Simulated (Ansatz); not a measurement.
**BH2O (SMILES [BH]O): U-r2SCAN0/STO-3G**

Aim: the electronic atomisation energy of BH2O at U-r2SCAN0/STO-3G, from 4 runs. 

The results are computed with Ansatz 0.2.0.

58 further runs of the same task are left out: 58 set aside as unsound or not needed.

## 1. The system as given

BH2O: 4 atoms, total charge 0, spin state doublet. As SMILES, `[BH]O`. Geometry: relaxed at PBE0-D4/def2-TZVP.

Bond lengths: B1–O2 1.333 Å, B1–H3 1.201 Å, O2–H4 0.961 Å. Angles: B1–O2–H4 114.6°, O2–B1–H3 121.0°.

## 2. The energy at U-r2SCAN0/STO-3G

File input.yaml:

```yaml
crystal:
  periodic: [false, false, false]
  atoms:
    - symbol: B
      position_ang: [-0.006100, -0.485500, 0.388300]
    - symbol: O
      position_ang: [0.119700, 0.544500, -0.448600]
    - symbol: H
      position_ang: [-1.064200, -1.032400, 0.540300]
    - symbol: H
      position_ang: [1.006100, 0.913200, -0.500300]
basis:
  gaussian:
    orbitals: STO-3G
hamiltonian:
  xc: {name: r2SCAN0}
magnetization:
  spin_polarized: true
  initial_magnetization: 1
accuracy: high
```

Started as:

```sh
$ ansatz run input.yaml --threads 1 --pin off --max-ram 2610MiB --events-out events.jsonl --progress --plain --runs-dir runs
```

What it wrote:

```text
Warning: RAYON_NUM_THREADS=1 ignored (pool sized by the plan → 1); use --threads N
Functional definition: r2SCAN0
  name "r2SCAN0"
  parameter a = 0.25
  parameter k0 = 0.174
  parameter k1 = 0.065
  parameter a1 = 4.9479
  exchange = (1 - a)*r2scan_x(k0 = k0, k1 = k1, a1 = a1) + a*exact_x
  correlation = r2scan_c
187 factors; integrals over basis functions are off by at most 2.2e-8 eV
mean field evaluation 1: about -2715.1485 eV, gradient 6.2e0 eV
mean field evaluation 2: about -2715.4721 eV, gradient 4.1e0 eV
mean field evaluation 4: about -2715.5813 eV, gradient 3.2e-1 eV
mean field evaluation 8: about -2715.5642 eV, gradient 4.6e-3 eV
mean field evaluation 16: about -2715.5642 eV, gradient 5.2e-7 eV
mean field -2715.56416951 eV, -99.7951425538 hartree, gradient 6.6e-8 eV, S^2 0.753137; 0 other end points of the search recorded, 0 dependent functions left out
reference -2715.56417005 eV, -99.7951425739 hartree; 8, 7 occupied and 4, 5 virtual orbitals, 187 factors
Total energy: -2715.56417005 eV, -99.7951425739 hartree
```

Wall time 1.9 s (1 thread of Arm Neoverse V2, shared host); peak memory 0.17 GiB.

## 3. The B atom at the same level

File job.yaml:

```yaml
crystal:
  periodic: [false, false, false]
  atoms:
    - {symbol: B, position_ang: [0.000000, 0.000000, 0.000000]}
basis:
  gaussian: {orbitals: STO-3G}
accuracy: high
hamiltonian: {xc: {name: r2SCAN0}}
magnetization: {spin_polarized: true, initial_magnetization: 1}
```

Started as:

```sh
$ ansatz run job.yaml --threads 1 --pin off --max-ram 2610MiB --events-out events.jsonl --progress --plain --runs-dir runs
```

What it wrote (excerpt; [...] marks lines left out):

```text
Warning: RAYON_NUM_THREADS=1 ignored (pool sized by the plan → 1); use --threads N
[... 8 set-up lines as earlier in the session ...]
15 factors; integrals over basis functions are off by at most 8.9e-10 eV
mean field evaluation 1: about -660.0420 eV, gradient 2.2e-10 eV
mean field evaluation 2: about -660.0439 eV, gradient 4.6e-10 eV
mean field evaluation 4: about -659.7651 eV, gradient 1.9e0 eV
mean field evaluation 8: about -658.3573 eV, gradient 6.1e0 eV
mean field -660.04385397 eV, -24.2561642398 hartree, gradient 0.0e0 eV, S^2 0.750000; 1 other end points of the search recorded, 0 dependent functions left out
reference -660.04385438 eV, -24.2561642546 hartree; 3, 2 occupied and 2, 3 virtual orbitals, 15 factors
Total energy: -660.04385438 eV, -24.2561642546 hartree
```

It took 0.66 s on 1 thread of Arm Neoverse V2, shared host; peak memory 0.096 GiB.

## 4. The H atom

File run.yaml:

```yaml
crystal:
  periodic: [false, false, false]
  atoms:
    - symbol: H
      position_ang: [0.000000, 0.000000, 0.000000]
basis:
  gaussian:
    orbitals: STO-3G
accuracy: high
hamiltonian:
  xc: {name: r2SCAN0}
magnetization:
  spin_polarized: true
  initial_magnetization: 1
```

Run the same way, it converges to -0.46649 Eh (log not shown).

## 5. The O atom

File run.yaml:

```yaml
crystal:
  periodic: [false, false, false]
  atoms:
    - symbol: O
      position_ang: [0.000000, 0.000000, 0.000000]
basis:
  gaussian:
    orbitals: STO-3G
magnetization:
  spin_polarized: true
  initial_magnetization: 2
accuracy: high
hamiltonian:
  xc: {name: r2SCAN0}
```

Run the same way, it converges to -74.02298 Eh (log not shown).

## 6. Summary of results

Level: U-r2SCAN0/STO-3G.

```
                     quantity         value
       molecule: total energy  -99.79514 Eh
               molecule: ⟨S²⟩         0.753
         B atom: total energy  -24.25616 Eh
                 B atom: ⟨S²⟩         0.750
         H atom: total energy   -0.46649 Eh
                 H atom: ⟨S²⟩         0.750
         O atom: total energy  -74.02298 Eh
                 O atom: ⟨S²⟩         2.000
electronic atomisation energy     15.865 eV
```

What this shows: Taking the molecule apart into free atoms costs 15.86 eV (1531 kJ/mol), before zero-point energy and without spin-orbit coupling. In a minimal basis such a difference can be off by several eV, whatever the method.
